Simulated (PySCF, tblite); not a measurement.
# C7H11O radical: geometry, infrared bands and EPR parameters

What infrared bands and EPR parameters should C7H11O radical (`[CH2][C@H](C=C)C(=C)OC`) show?

Computed with tblite 0.8.0 and PySCF 2.14.0, with density-fitted response routines of our own, on a single molecule in the gas phase. Atoms count from 0, in the outputs and in this text.

### Step 1. The molecule as given

19 atoms, charge 0, multiplicity 2; geometry from: force field or distance geometry start.

Bonds of the start (Å): C0–C1 1.49, C1–C2 1.51, C2–C3 1.35, C1–C4 1.53, C4–C5 1.35, C4–O6 1.38, O6–C7 1.43, C0–H8 1.09, C0–H9 1.08, C1–H10 1.09, C2–H11 1.08, C3–H12 1.07, C3–H13 1.09, C5–H14 1.08, C5–H15 1.07, C7–H16 1.09, C7–H17 1.11, C7–H18 1.09.

### Step 2. Geometry optimisation with GFN2-xTB

What the job is given:

```
{"job": {"kind": "relax", "xc": "GFN2-xTB", "basis": "xTB"}, "charge": 0, "multiplicity": 2}
C     -0.590700     2.066400     0.000500
C     -0.775700     0.621100    -0.333600
C     -1.655400    -0.047100     0.702600
C     -2.871600    -0.560300     0.430400
C      0.575100    -0.101400    -0.423000
C      0.959600    -0.674500    -1.586800
O      1.313700    -0.085500     0.738300
C      2.582700    -0.735700     0.751800
H     -1.387700     2.763800    -0.236300
H      0.188300     2.391100     0.672100
H     -1.271900     0.575700    -1.304300
H     -1.286400    -0.092700     1.719600
H     -3.303400    -0.548800    -0.548300
H     -3.451000    -1.029300     1.226600
H      1.905200    -1.181600    -1.701200
H      0.324900    -0.639100    -2.450700
H      3.006600    -0.629900     1.751500
H      2.465700    -1.815600     0.541700
H      3.262400    -0.267700     0.041600
```

The run is started by

```
OMP_NUM_THREADS=1 python probes_run.py task.json out
```

This one command runs all jobs of the session in turn.

Standard output:

```text
step      E/eV     max force
  0    -666.88941    1.627
  1    -666.92695    1.388
  2    -666.95660    0.329
  3    -666.96604    0.306
  4    -666.98057    0.390
  5    -666.98692    0.199
  6    -666.99327    0.193
  7    -666.99713    0.195
  8    -666.99988    0.121
  9    -667.00161    0.107
 10    -667.00357    0.142
 11    -667.00582    0.189
 12    -667.00818    0.150
 13    -667.01008    0.130
 14    -667.01126    0.071
 15    -667.01195    0.057
 16    -667.01250    0.067
 17    -667.01308    0.094
 18    -667.01370    0.088
 19    -667.01427    0.053
 20    -667.01478    0.047
 21    -667.01531    0.063
 22    -667.01596    0.069
 23    -667.01667    0.076
 24    -667.01729    0.076
 25    -667.01775    0.064
 26    -667.01815    0.052
 27    -667.01854    0.046
 28    -667.01887    0.041
 29    -667.01908    0.034
 30    -667.01921    0.033
 31    -667.01934    0.037
 32    -667.01947    0.033
 33    -667.01960    0.024
 34    -667.01970    0.029
 35    -667.01979    0.028
 36    -667.01991    0.028
 37    -667.02004    0.031
 38    -667.02014    0.026
 39    -667.02022    0.023
 40    -667.02027    0.021
 41    -667.02035    0.024
 42    -667.02046    0.030
 43    -667.02063    0.034
 44    -667.02080    0.033
 45    -667.02095    0.034
 46    -667.02112    0.032
 47    -667.02134    0.037
 48    -667.02158    0.042
 49    -667.02181    0.037
 50    -667.02202    0.034
 51    -667.02221    0.035
 52    -667.02240    0.032
 53    -667.02252    0.024
 54    -667.02257    0.016
 55    -667.02261    0.015
 56    -667.02264    0.020
 57    -667.02268    0.019
 58    -667.02272    0.014
 59    -667.02275    0.012
 60    -667.02278    0.015
 61    -667.02282    0.014
 62    -667.02286    0.019
 63    -667.02290    0.015
 64    -667.02294    0.016
 65    -667.02298    0.018
 66    -667.02304    0.020
 67    -667.02313    0.027
 68    -667.02324    0.024
 69    -667.02336    0.024
 70    -667.02346    0.024
 71    -667.02356    0.021
 72    -667.02364    0.018
 73    -667.02370    0.014
 74    -667.02375    0.020
 75    -667.02378    0.020
 76    -667.02383    0.016
 77    -667.02388    0.016
 78    -667.02393    0.018
 79    -667.02397    0.019
 80    -667.02400    0.018
 81    -667.02403    0.015
 82    -667.02407    0.018
 83    -667.02410    0.019
 84    -667.02413    0.014
 85    -667.02416    0.013
 86    -667.02419    0.014
 87    -667.02423    0.019
 88    -667.02426    0.019
 89    -667.02429    0.018
 90    -667.02431    0.012
 91    -667.02434    0.012
 92    -667.02435    0.009
```

It took 0.44 s on 1 thread of Arm Neoverse V2, shared host.

Relaxation path: (not every step is listed)

| step | energy from step 0 (eV) | largest force (eV/Å) |
| --- | --- | --- |
| 0 | 0.0000 | 1.6271 |
| 1 | -0.0375 | 1.3882 |
| 2 | -0.0672 | 0.3291 |
| 3 | -0.0766 | 0.3061 |
| 4 | -0.0912 | 0.3903 |
| 5 | -0.0975 | 0.1990 |
| 6 | -0.1039 | 0.1928 |
| 7 | -0.1077 | 0.1949 |
| 8 | -0.1105 | 0.1213 |
| 15 | -0.1225 | 0.0574 |
| 22 | -0.1265 | 0.0687 |
| 29 | -0.1297 | 0.0339 |
| 36 | -0.1305 | 0.0284 |
| 43 | -0.1312 | 0.0337 |
| 50 | -0.1326 | 0.0337 |
| 57 | -0.1333 | 0.0190 |
| 64 | -0.1335 | 0.0158 |
| 71 | -0.1341 | 0.0210 |
| 78 | -0.1345 | 0.0176 |
| 85 | -0.1348 | 0.0126 |
| 87 | -0.1348 | 0.0191 |
| 88 | -0.1349 | 0.0186 |
| 89 | -0.1349 | 0.0176 |
| 90 | -0.1349 | 0.0124 |
| 91 | -0.1349 | 0.0122 |
| 92 | -0.1349 | 0.0091 |

Distances of close pairs at the start and the end, largest changes first:

```
  bond  before (Å)  after (Å)  change (Å)
 C2–C3       1.348      1.321      -0.027
 C4–C5       1.353      1.327      -0.026
 O6–C7       1.426      1.404      -0.022
 C1–C4       1.534      1.513      -0.021
 C0–C1       1.495      1.478      -0.017
 C4–O6       1.376      1.362      -0.014
C3–H13       1.091      1.077      -0.013
 C0–H8       1.085      1.072      -0.013
```

The final coordinates are the input of the step that follows.

### Step 3. Harmonic vibrations with GFN2-xTB

What the job is given:

```
{"job": {"kind": "ir", "xc": "GFN2-xTB", "basis": "xTB"}, "charge": 0, "multiplicity": 2}
C     -0.643155     1.962757     0.060908
C     -0.746212     0.562703    -0.400432
C     -1.604136    -0.102677     0.657410
C     -2.871471    -0.431843     0.481255
C      0.597206    -0.127666    -0.493863
C      1.017534    -0.712574    -1.608159
O      1.273728    -0.065924     0.686660
C      2.538527    -0.673027     0.749256
H     -1.411073     2.666072    -0.195389
H      0.054418     2.212451     0.835893
H     -1.252097     0.504679    -1.366905
H     -1.109879    -0.244226     1.607129
H     -3.373570    -0.286634    -0.461233
H     -3.459956    -0.864177     1.273232
H      1.967521    -1.206973    -1.696791
H      0.403193    -0.706475    -2.488188
H      2.903838    -0.505973     1.761368
H      2.473228    -1.749224     0.557705
H      3.232551    -0.222019     0.032683
```

Standard output:

```text
mode    cm-1     km/mol
  1      40.8      0.28
  2      61.6      0.58
  3     101.8      4.61
  4     177.3      0.83
  5     196.0      0.36
  6     214.8      2.36
  7     235.5      0.31
  8     243.0      0.70
  9     325.6      1.41
 10     373.3      0.54
 11     440.3      0.54
 12     524.6     67.79
 13     585.0      4.31
 14     598.0      1.72
 15     658.0      2.62
 16     694.7      7.31
 17     804.1     14.67
 18     822.9     29.48
 19     875.0     21.30
 20     925.7     12.34
 21     931.5     21.32
 22     984.3      0.91
 23    1011.5     16.94
 24    1070.2      8.16
 25    1098.5     48.56
 26    1124.9      1.91
 27    1142.4      1.68
 28    1165.9     12.56
 29    1214.3      2.31
 30    1249.7    116.85
 31    1265.2     12.44
 32    1281.6     10.85
 33    1381.2      2.15
 34    1396.1      0.53
 35    1406.4      2.82
 36    1423.0      3.41
 37    1468.6      3.74
 38    1489.8      5.90
 39    1676.7     25.21
 40    1713.6    142.12
 41    2929.0     39.39
 42    2945.3     31.65
 43    2959.8     30.64
 44    3024.9     18.13
 45    3083.1     12.29
 46    3094.7     16.51
 47    3119.1     52.18
 48    3132.8     16.14
 49    3134.6     17.91
 50    3160.4     31.79
 51    3182.5     29.06
```

Run time: 0.49 s. Hardware: 1 thread of Arm Neoverse V2, shared host.

The strongest bands and the atoms that carry them (share of the mass-weighted mode):

```csv
cm⁻¹,km/mol,atoms
525,67.8,"H9 36 %, H8 24 %, C0 21 %"
1098,48.6,"O6 36 %, C7 24 %, C1 12 %"
1250,116.8,"C4 52 %, H10 13 %, O6 11 %"
1714,142.1,"C4 55 %, C5 37 %"
2929,39.4,"H17 54 %, H18 37 %"
2945,31.6,"H18 56 %, H17 40 %"
3119,52.2,"H13 43 %, H12 42 %"
3160,31.8,"H15 73 %, H14 18 %"
```

### Step 4. g tensor and hyperfine couplings: B3LYP/pcH-1

The job, as its differences from that of step 3:

```diff
@@ -1,2 +1,2 @@
-{"job": {"kind": "ir", "xc": "GFN2-xTB", "basis": "xTB"}, "charge": 0, "multiplicity": 2}
+{"job": {"kind": "epr", "basis": "pcH-1"}, "charge": 0, "multiplicity": 2}
 C     -0.643155     1.962757     0.060908
```

Level: UKS B3LYP, pcH-1 on C H O, non-relativistic, mean-field spin-orbit, GIAO.

Standard output:

```text
UKS, coarse grid
  cycle   1  E = -348.40810757  |g| = 4.60e-01
  cycle   2  E = -348.35585388  |g| = 6.09e-01
  cycle   3  E = -348.49576364  |g| = 9.82e-02
  cycle   4  E = -348.49892702  |g| = 3.83e-02
  cycle   5  E = -348.49950231  |g| = 1.47e-02
  cycle   6  E = -348.49960191  |g| = 5.06e-03
  cycle   7  E = -348.49961546  |g| = 1.98e-03
  cycle   8  E = -348.49961759  |g| = 1.10e-03
  cycle   9  E = -348.49961840  |g| = 2.70e-04
UKS, final grid
  cycle   1  E = -348.49962912  |g| = 3.61e-04
  cycle   2  E = -348.49962902  |g| = 5.97e-04
  cycle   3  E = -348.49962919  |g| = 8.58e-05
  cycle   4  E = -348.49962920  |g| = 3.51e-05
  cycle   5  E = -348.49962920  |g| = 2.74e-05
E = -348.49962920 Eh   <S^2> = 0.7551 (exact 0.7500)
g shifts (ppm)      1          2          3
  rmc          -145       -145       -145
  gc              7         29         37
  oz_so          15        487        561
  total        -123        372        453
hyperfine (MHz)  atom isotope    a_iso     a_fc   dipolar eigenvalues
    0   13C      94.20      94.20    -80.11    -79.34    159.45
    1   13C     -25.59     -25.59     -2.79      0.66      2.14
    2   13C      73.65      73.65    -11.67     -2.06     13.73
    3   13C       7.88       7.88     -8.37     -7.15     15.52
    4   13C      16.62      16.62     -2.51     -1.84      4.35
    5   13C       0.66       0.66     -0.69     -0.28      0.96
    6   17O       0.39       0.39     -0.58      0.15      0.43
    7   13C       0.42       0.42     -0.28     -0.26      0.54
    8    1H     -59.55     -59.55    -38.38     -0.48     38.86
    9    1H     -60.95     -60.95    -38.49     -0.34     38.83
   10    1H      22.82      22.82     -5.33     -3.95      9.28
   11    1H      -0.66      -0.66     -4.13     -2.77      6.89
   12    1H      -4.96      -4.96     -2.93     -0.61      3.54
   13    1H      -0.98      -0.98     -4.31     -1.13      5.44
   14    1H       3.07       3.07     -0.91     -0.79      1.70
   15    1H       1.34       1.34     -1.41     -1.19      2.60
   16    1H      -0.06      -0.06     -0.71     -0.69      1.40
   17    1H      -0.07      -0.07     -0.66     -0.61      1.27
   18    1H       0.00       0.00     -0.86     -0.79      1.65
```

It took 87 s on 1 thread of Arm Neoverse V2, shared host; peak memory 1.1 GiB.

Principal g values 2.00220, 2.00269, 2.00277; g(iso) = 2.00255, against 2.00232 for a free electron.

Hyperfine couplings; where a row names several nuclei, a(iso) is their mean (it holds for fast rotation or exchange) and the dipolar term the largest among them:

```
nuclei  isotope  a(iso) (MHz)  a(iso) (G, at g = 2.0023)  largest dipolar term (MHz)
    C0      13C          94.2                       33.6                       159.5
    C2      13C          73.7                       26.3                        13.7
H8, H9       1H         -60.2                      -21.5                        38.9
    C1      13C         -25.6                       -9.1                        -2.8
   H10       1H          22.8                        8.1                         9.3
    C4      13C          16.6                        5.9                         4.4
    C3      13C           7.9                        2.8                        15.5
   H12       1H          -5.0                       -1.8                         3.5
   H14       1H           3.1                        1.1                         1.7
   H15       1H           1.3                        0.5                         2.6
   H13       1H          -1.0                       -0.3                         5.4
   H11       1H          -0.7                       -0.2                         6.9
    C5      13C           0.7                        0.2                         1.0
    C7      13C           0.4                        0.2                         0.5
```

Mulliken spin populations:

C0 1.05; C1 -0.07; C2 -0.01; C3 0.10; C4 0.01; C5 0.00; O6 0.00; C7 0.00; H8 -0.04; H9 -0.04; H10 0.01; H11 0.00; H12 0.00; H13 0.00; H14 0.00; H15 0.00; H16 0.00; H17 0.00; H18 0.00

In first order the couplings over 0.8 MHz of 1H give 96 distinct lines over 54.8 G, if the averaged nuclei exchange fast.

The fields below are evaluated on a grid from the run's orbitals.

ELF in a plane through or near 6 of the atoms.

Ten even steps from '0' (0.00) to '9' (1.00):
```
0000000000000000000000000000
0000000000000000000000000000
0000000000000000000000000000
0000000000000000000000000000
0000014510000000000000000000
0000058940000000000000000000
0000158940354000000000000000
0000025633898100012333200000
0000478747676001234555310000
0003999954785344774444210000
0002899710324892362013310000
0000010013684566883016740000
0000000687346204996005730000
0000006999328510796000100000
0000004885699970020000000000
0000000211599991000000000000
0000000000179860000000000000
0000000000001000000000000000
0000000000000000000000000000
0000000000000000000000000000
```
The map spans 11.7 Å across and 10.3 Å up, centred on the molecule. Atoms in the plane (x, y in Å): C1 (0.8, -0.3), C4 (-0.6, -0.4), C5 (-1.2, -1.6), O6 (-1.2, 0.8), H15 (-0.6, -2.5), H18 (-3.2, 0.3).

log10 of the density (e/Å³) in the same plane.

Values, 10 rows by 14 columns:
```
-4.0 -4.0 -4.0 -4.0 -4.0 -4.0 -4.0 -4.0 -4.0 -4.0 -4.0 -4.0 -4.0 -4.0
-4.0 -4.0 -4.0 -4.0 -4.0 -4.0 -4.0 -4.0 -4.0 -4.0 -4.0 -4.0 -4.0 -4.0
-4.0 -4.0 -3.0 -2.2 -2.3 -2.9 -3.2 -3.2 -2.9 -3.0 -3.5 -4.0 -4.0 -4.0
-4.0 -3.4 -2.0 -0.9 -0.9 -1.0 -1.2 -1.8 -1.6 -1.6 -2.0 -2.7 -3.7 -4.0
-4.0 -2.9 -1.4 -0.1 -0.1  0.7  0.0 -1.1 -0.6 -0.6 -1.2 -1.8 -2.8 -4.0
-4.0 -3.0 -1.5 -0.5 -0.9 -0.3  1.4  0.2  0.6 -0.6 -1.1 -1.4 -2.5 -3.9
-4.0 -3.9 -2.7 -1.6 -0.5  0.2  0.1 -0.7 -0.2 -0.9 -1.6 -1.7 -2.7 -4.0
-4.0 -4.0 -3.4 -2.0 -0.9 -0.4  0.3 -0.9 -1.9 -2.3 -2.9 -3.2 -3.9 -4.0
-4.0 -4.0 -4.0 -3.3 -2.6 -1.8 -1.4 -2.0 -3.1 -3.9 -4.0 -4.0 -4.0 -4.0
-4.0 -4.0 -4.0 -4.0 -4.0 -3.6 -3.4 -3.7 -4.0 -4.0 -4.0 -4.0 -4.0 -4.0
```
The map spans 11.7 Å across and 10.3 Å up, centred on the molecule. Atoms in the plane (x, y in Å): C1 (0.8, -0.3), C4 (-0.6, -0.4), C5 (-1.2, -1.6), O6 (-1.2, 0.8), H15 (-0.6, -2.5), H18 (-3.2, 0.3).

On the surface of density 0.002 e/bohr³ the electrostatic potential runs, from the 1st to the 99th percentile, from -0.87 V near C5 to 0.88 V near H16.

The spin density lies nearest to C0 62 %; H8, H9 about 10 % each.

### Step 5. What came out

| quantity | value |
| --- | --- |
| strongest single infrared mode (GFN2-xTB) | 1714 cm⁻¹, 142 km/mol |
| zero-point energy (GFN2-xTB) | 97.4 kcal/mol |
| g(iso) (B3LYP) | 2.00255 |
| ⟨S²⟩ | 0.755 (exact 0.75) |
| largest a(iso) (averaged by class) | 13C on C0, 94.2 MHz |
| surface potential, 1st and 99th percentile | -0.87 V and 0.88 V |

The optimisation took 92 steps and gained 0.135 eV; among the close pairs (by a distance rule), C2–C3 changed most, from 1.348 to 1.321 Å. All 51 modes are real, so the xTB geometry is a minimum. The strongest single mode, at 1714 cm⁻¹, moves mainly C4 and C5. GFN2-xTB is a fitted tight-binding method: band positions and strengths are rough. Its intensities can rank the bands wrongly. Most of the unpaired spin sits on C0 (1.05 e). The isotropic g lies 0.2 ppt above the free-electron value.
